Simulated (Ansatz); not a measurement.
# Bi2Te2Se: the cost of one run

Program: Ansatz 0.2.0. Level of theory: DFT r2SCAN, scalar-relativistic, plane waves, PAW. These are calculated values, not measurements.

1 further run of the same task is left out (set aside as unsound or not needed). Runs told in other sessions of the task aren't counted.

### Step 1. Starting point

It takes space group R-3m (No. 166, trigonal). The conventional cell has a = 4.325 Å, b = 4.325 Å, c = 31.778 Å, α = 90.00°, β = 90.00°, γ = 120.00°. Bi (site symmetry 3m) is surrounded by 3 Te at 3.05 Å and 3 Se at 3.11 Å. Te (site symmetry 3m) is surrounded by 3 Bi at 3.05 Å. Around Se (site symmetry -3m) lie 6 Bi at 3.11 Å.

Structure file:

```
Bi Te Se
1.0
     2.16255    1.24855   10.59262
    -2.16255    1.24855   10.59262
     0.00000   -2.49710   10.59262
Bi Te Se
2 2 1
Direct
  0.60818 0.60818 0.60818
  0.39182 0.39182 0.39182
  0.21974 0.21974 0.21974
  0.78026 0.78026 0.78026
  0.00000 0.00000 0.00000
```

It goes back to an entry of the Materials Project.

It is the result of an earlier relaxation at this level (volume 34.32 Å³/atom; gap on the mesh: 0.73 eV).

### Step 2. Electronic structure at the relaxed geometry

File input.yaml:

```yaml
crystal:
  lattice:
    - [2.1625503788, 1.2485490434, 10.5926162113]
    - [-2.1625503788, 1.2485490434, 10.5926162113]
    - [0.0, -2.4970980867, 10.5926162113]
  atoms:
    - { symbol: Bi, position: [0.6081800503, 0.6081800503, 0.6081800503] }
    - { symbol: Bi, position: [0.3918199497, 0.3918199497, 0.3918199497] }
    - { symbol: Te, position: [0.2197351514, 0.2197351514, 0.2197351514] }
    - { symbol: Te, position: [0.7802648486, 0.7802648486, 0.7802648486] }
    - { symbol: Se, position: [0.0, 0.0, 0.0] }
basis:
  ecutwfc: 500
kpoints:
  mp_grid: { grid: [6, 6, 6] }
  band_path:
    path:
      - [[0.0, 0.0, 0.0], [0.5, 0.5, 0.5], [0.82407115, 0.17592885, 0.5]]
      - [[0.5, -0.17592885, 0.17592885], [0.5, 0.0, 0.0], [0.0, 0.0, 0.0], [0.33796443, -0.33796443, 0.0]]
      - [[0.66203557, 0.0, 0.33796443], [0.5, 0.0, 0.5], [0.0, 0.0, 0.0]]
    npoints: 14
hamiltonian:
  xc: r2scan
scf:
  occupations: { method: gaussian, width: 0.02 }
  n_extra_bands: 12
output:
  forces: true
  stress: true
  eigenvalues: true
  populations: true
  dos: { projected: true, de: 0.02, nscf_kmesh: { grid: [9, 9, 9] } }
  bader: true
  write_density: true
  write_potential: true
  elf: true
  volumetric_format: npy
```

On the command line:

```
$ ansatz run input.yaml --threads 2 --pin off --max-ram 5120MiB --backend cpu --events-out ev --progress --plain --runs-dir out
```

**Question.** How long does this run take on 2 threads of Intel Xeon at 2.70GHz, shared host, and how much memory does it need?

About 81 s, with a peak of 1.2 GiB.
